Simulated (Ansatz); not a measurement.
Crystal: HfB.

```
Hf B
1.0
     0.00000    2.31000    2.31000
     2.31000    0.00000    2.31000
     2.31000    2.31000    0.00000
Hf B
1 1
Cartesian
  2.3100 2.3100 2.3100
  0.0000 0.0000 0.0000
```

Base run:

| Quantity | Value |
| --- | --- |
| Program | Ansatz 0.2.0 |
| Functional | revPBE |
| Potentials or basis | Ansatz PAW |
| Cutoff | 420 eV (not typed: the program's choice for these potentials) |
| k mesh | 10 × 10 × 10 |
| Occupations | fermi-dirac, width 0.05 eV |
| Spin | no spin polarisation |

Its results: band gap on the k mesh none (metal or under the smearing width); pressure 32.5 GPa.

The run is repeated on the same cell with these changes: functional from revPBE to RPBE. What comes out?

Band gap on the k mesh none (metal or under the smearing width); pressure 33.5 GPa.

Caveats: a pressure of tens of GPa on the cell as given is suspect, and the run, the potentials or the cell itself is likely at fault; spin-orbit coupling is left out, which moves the levels of the heavy elements; the PAW data sets come from PBE, with cores solved anew for the run's functional, which leaves a small shift of forces and pressure.
